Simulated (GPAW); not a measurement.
**CaBr in GPAW: convergence with plane-wave cutoff (eV)**

The system is CaBr.

```
CELL_PARAMETERS angstrom
4.08415 0.00000 0.00000
-2.04207 3.53698 0.00000
0.00000 0.00000 9.67213
ATOMIC_POSITIONS crystal
Br 0.66667 0.33333 0.53449
Br 0.33333 0.66667 0.03449
Ca 0.66667 0.33333 0.84051
Ca 0.33333 0.66667 0.34051
```

The cell comes from a database or a generator and needn't be the stable form of this composition.

* Program: GPAW 26.7.0
* Task: convergence study
* Functional: PBE
* Potentials or basis: GPAW PAW data sets (gpaw-data 1.2.1)
* Cutoff: 200 eV
* Basis: pw
* k mesh: 5 × 5 × 2
* Occupations: fermi-dirac, width 0.05 eV
* Spin: no spin polarisation

These are the settings of the first run; the series varies plane-wave cutoff (eV), with any setting tied to it.

Hardware: 1 thread of Arm Neoverse V1, with other jobs on the host.

Task: The values tried are 200, 250, 300, 350, 400, 500, 600, 800, 1000, loosest first. From which on does the energy stay within 1 meV/atom of the tightest run that finished?

Result: From 800 on.

```
plane-wave cutoff (eV)  energy less the tightest run, at zero smearing (meV/atom)  pressure (GPa)  largest force (eV/Å)  SCF cycles  CPU time (s)  peak memory (GiB)
                   200                                                     358.72           -0.25                 0.107          13           8.3               0.13
                   250                                                     230.77           -1.62                 0.107          13            10               0.14
                   300                                                     110.14           -1.27                 0.106          16            18               0.14
                   350                                                      42.80           -0.43                 0.103          15            20               0.15
                   400                                                      15.91            0.11                 0.103          14            19               0.16
                   500                                                       3.85            0.41                 0.102          16            35               0.19
                   600                                                       1.38            0.45                 0.103          15            39                0.2
                   800                                                       0.12            0.48                 0.103          15            56               0.25
                  1000                                                       0.00            0.48                 0.103          14            77               0.31
```

Against the tightest run, the pressure stays within 0.1 GPa from 500 on; the largest force stays within 0.005 eV/Å from 200 on. The tightest run that finished is the yardstick and may itself not be fully converged.

Caveat, for the tightest run too: the k mesh is coarse.
